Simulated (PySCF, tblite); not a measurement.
**C6H11O2 radical: geometry, infrared bands and EPR parameters**

Wanted: the infrared bands and EPR parameters of C6H11O2 radical (`CO[C@H]1[CH]CCCO1`), by calculation.

Programs: tblite 0.8.0 and PySCF 2.14.0, with density-fitted response routines of our own. Each step states its level of theory. These are calculated values for one molecule in the gas phase, unless marked as measured. Atoms count from 0, in the outputs and in this text.

### 1 The starting structure

19 atoms, charge 0, multiplicity 2; geometry from: force field or distance geometry start.

Bonds of the start (Å): C0–O1 1.44, O1–C2 1.42, C2–C3 1.51, C3–C4 1.50, C4–C5 1.51, C5–C6 1.52, C6–O7 1.43, O7–C2 1.42, C0–H8 1.10, C0–H9 1.08, C0–H10 1.09, C2–H11 1.09, C3–H12 1.06, C4–H13 1.10, C4–H14 1.10, C5–H15 1.11, C5–H16 1.09, C6–H17 1.10, C6–H18 1.09.

### 2 Optimising the geometry with GFN2-xTB

The job: settings as JSON, then the geometry in Å.

```
{"job": {"kind": "relax", "xc": "GFN2-xTB", "basis": "xTB"}, "charge": 0, "multiplicity": 2}
C      2.649200    -0.648000    -0.235900
O      1.379200    -0.279000    -0.800100
C      0.752600     0.724600    -0.020000
C     -0.402500     1.251200    -0.830200
C     -1.656000     0.436500    -0.854500
C     -1.982900    -0.119000     0.514500
C     -0.733100    -0.718100     1.148900
O      0.305300     0.263500     1.250300
H      2.524000    -1.058100     0.773300
H      3.081100    -1.417800    -0.865100
H      3.312300     0.214400    -0.215400
H      1.436700     1.552900     0.153500
H     -0.198200     1.936800    -1.618500
H     -1.524800    -0.382600    -1.580900
H     -2.488500     1.065700    -1.215800
H     -2.345800     0.700500     1.164000
H     -2.774900    -0.861900     0.452800
H     -0.965900    -1.059700     2.169700
H     -0.377700    -1.592500     0.602000
```

On the command line:

```bash
OMP_NUM_THREADS=1 python probes_run.py task.json out
```

One launch serves the whole session: the jobs run in the order shown.

**Question.** This job is followed by: GFN2-xTB harmonic vibrations, gas phase; UKS B3LYP, pcH-1 on C H O, non-relativistic, mean-field spin-orbit, GIAO. Predict these results of the whole session: strongest single infrared mode (GFN2-xTB); zero-point energy (GFN2-xTB); g(iso) (B3LYP); ⟨S²⟩; largest a(iso) (averaged by class); potential on the surface of density 0.002 e/bohr³, 1st and 99th percentile.

**Answer**, as computed:

```
                                                                  quantity                 value
                                 strongest single infrared mode (GFN2-xTB)  896 cm⁻¹, 153 km/mol
                                              zero-point energy (GFN2-xTB)         99.9 kcal/mol
                                                            g(iso) (B3LYP)               2.00250
                                                                      ⟨S²⟩    0.754 (exact 0.75)
                                        largest a(iso) (averaged by class)  1H on H13, 151.8 MHz
potential on the surface of density 0.002 e/bohr³, 1st and 99th percentile    -1.45 V and 0.68 V
```

In words: The optimisation took 42 steps and gained 0.116 eV; among the close pairs (by a distance rule), C0–O1 changed most, from 1.438 to 1.409 Å. All 51 modes are real, so the xTB geometry is a minimum. The strongest single mode, at 896 cm⁻¹, moves mainly C2. Unscaled tight-binding wavenumbers are off by several per cent, some by more. Its intensities can rank the bands wrongly. Most of the unpaired spin sits on C3 (1.02 e). The isotropic g lies 0.2 ppt above the free-electron value.
